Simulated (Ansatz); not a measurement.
**C₃H₅Br: how energies converge with the basis set**

One table from this session's results is given with a row withheld; the runs are named, their logs left out.

Program: Ansatz 0.2.0, Gaussian basis. Level of theory: one geometry, several basis sets. These are calculated values, not measurements.

Plan: PBE0-D4/def2-SVP; ωB97M-V/def2-SVP; PBE0-D4/def2-QZVPP; ωB97M-V/def2-QZVPP; the functionals' def2-TZVPP values are taken from earlier runs.

### Structure used throughout

All runs share one geometry, relaxed beforehand with PBE0-D4 in a triple-zeta def2 set.

9 atoms, charge 0, spin multiplicity 1.

Atoms are counted from 1 here; the program's logs count them from 0.

Bond lengths: C1–C2 1.326 Å, C1–H5 1.083 Å, C1–H6 1.085 Å, C2–C3 1.478 Å, C2–H7 1.086 Å, C3–Br4 1.962 Å, C3–H8 1.088 Å, C3–H9 1.089 Å. Angles: C2–C1–H5 121.4°, C2–C1–H6 121.5°, H5–C1–H6 117.1°, C1–C2–C3 123.4°, C1–C2–H7 120.3°, C3–C2–H7 116.3°, C2–C3–Br4 110.8°, C2–C3–H8 112.5°, C2–C3–H9 112.7°, Br4–C3–H8 106.0°, Br4–C3–H9 104.4°, H8–C3–H9 110.0°.

The first run:

Input file in.yaml:

```yaml
crystal:
  periodic: [false, false, false]
  atoms:
    - {symbol: C, position_ang: [-0.297273, 1.314140, -0.460864]}
    - {symbol: C, position_ang: [0.354107, 0.160085, -0.423311]}
    - {symbol: C, position_ang: [0.153346, -0.853416, 0.634035]}
    - {symbol: Br, position_ang: [-0.588913, -2.506691, -0.117766]}
    - {symbol: H, position_ang: [-0.112283, 2.042086, -1.241552]}
    - {symbol: H, position_ang: [-1.038995, 1.570456, 0.288955]}
    - {symbol: H, position_ang: [1.083381, -0.082617, -1.191187]}
    - {symbol: H, position_ang: [-0.551830, -0.526239, 1.394713]}
    - {symbol: H, position_ang: [1.086959, -1.164104, 1.099878]}
basis:
  gaussian: {orbitals: def2-SVP}
hamiltonian: {xc: pbe0, dispersion: d4}
output: {orbitals: {seedname: orbitals}}
```

Run with:

```bash
$ ansatz run in.yaml --threads 4 --pin off --events-out ev --progress --plain --max-ram 10444MiB
```

Steps of the session up to this table: PBE0-D4 in def2-SVP; ωB97M-V in def2-SVP; PBE0-D4 in def2-QZVPP; ωB97M-V in def2-QZVPP.

One of the session's tables, all rows but one given; the rest of the session is left out.

It belongs to the step «Functionals by basis». 

| functional | basis | HOMO (eV) |
| --- | --- | --- |
| PBE0-D4 | def2-SVP | -7.62 |
| PBE0-D4 | def2-TZVPP | -7.73 |
| PBE0-D4 | def2-QZVPP | -7.75 |
| ωB97M-V | def2-SVP | ? |
| ωB97M-V | def2-TZVPP | -9.94 |
| ωB97M-V | def2-QZVPP | -9.95 |

**Question.** Estimate the row for ωB97M-V, def2-SVP.

As computed: HOMO (eV): -9.82. In the column «HOMO (eV)» it lies between ωB97M-V, def2-TZVPP (-9.94) and PBE0-D4, def2-QZVPP (-7.75).
